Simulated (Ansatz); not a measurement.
Sc3Hg, space group Pm-3m, a frozen displacement of one atom

Program: Ansatz's Python interface.

The cells in order, each with its output:

**Cell 1**
```python
import ansatz as az
import numpy as np

vectors = np.array([
    [4.464651, 0.0, 0.0],
    [0.0, 4.464651, 0.0],
    [0.0, 0.0, 4.464651],
])
structure = (
    az.Lattice.of(vectors)
    .atom("Sc", (0.0, 0.5, 0.5))
    .atom("Sc", (0.5, 0.0, 0.5))
    .atom("Sc", (0.5, 0.5, 0.0))
    .atom("Hg", (0.0, 0.0, 0.0))
)
```

**Cell 2**
```python
structure.resolved().sites[-1]
```
Output:
```text
Site(symbol='Hg', position=(0.0, 0.0, 0.0), moment=None, axis=None, held=None, saved=None)
```

**Cell 3**
```python
inverse = np.linalg.inv(np.array(structure.lattice.vectors))
home = np.array(structure.sites[2].position)
values = np.linspace(-0.05, 0.05, 5)
energies, pulls = [], []
for shift in values:
    moved = structure.move(2, to=home + shift * inverse[0])
    job = (
        moved.calculation()
        .functional("pbesol")
        .kpoints(density=3.8)
        .occupations("Marzari-Vanderbilt", width=0.1)
        .forces()
    )
    r = job.run(threads=1).report
    energies.append(r["free_energy_ev"])
    pulls.append(r["forces_ev_ang"][2][0])

# the force is minus the slope of the free energy
print("shift (A)   dE (eV)   force along x (eV/A)")
for shift, e, f in zip(values, energies, pulls):
    print(f"{shift:8.3f} {e - energies[2]:10.5f} {f:12.4f}")
print(f"stiffness from energies {2 * np.polyfit(values, energies, 2)[0]:.3f}, from forces {-np.polyfit(values, pulls, 1)[0]:.3f} eV/A^2")
```
Output:
```text
DeckWarning: basis.ecutwfc = 420 eV, auto-derived from the records' recommended cutoffs: set by Sc (normal level)
shift (A)   dE (eV)   force along x (eV/A)
  -0.050    0.00401       0.1605
  -0.025    0.00100       0.0802
   0.000    0.00000       0.0000
   0.025    0.00100      -0.0802
   0.050    0.00401      -0.1605
stiffness from energies 3.208, from forces 3.209 eV/A^2
```

The curvature of the energy gives 3.208 eV/Å² and the slope of the force 3.209 eV/Å², a positive curvature.

For a metal this k-point mesh is coarse: on a finer one energies can move by several to tens of meV an atom and pressures by half a GPa or more, differences at one mesh by less. In a metal a curvature from energy changes of a few meV or less hangs on mesh and smearing, in size and even in sign. Spin-orbit coupling, which matters for elements this heavy, is left out. This cell is a computed structure, which may not be the phase found in nature. Warnings are shown shortened and without file and line. All periodic images of the atom move with it, so the curvature is one diagonal element of the zone-centre force constants and no normal mode; a positive value doesn't exclude soft modes in which several atoms move. Finished in 40 s on 1 thread of Intel(R) Xeon(R) Platinum 8488C (Sapphire Rapids), on a shared host, peak memory 0.51 GiB.

(Lines on the test bed's own set-up are left out of the output.)
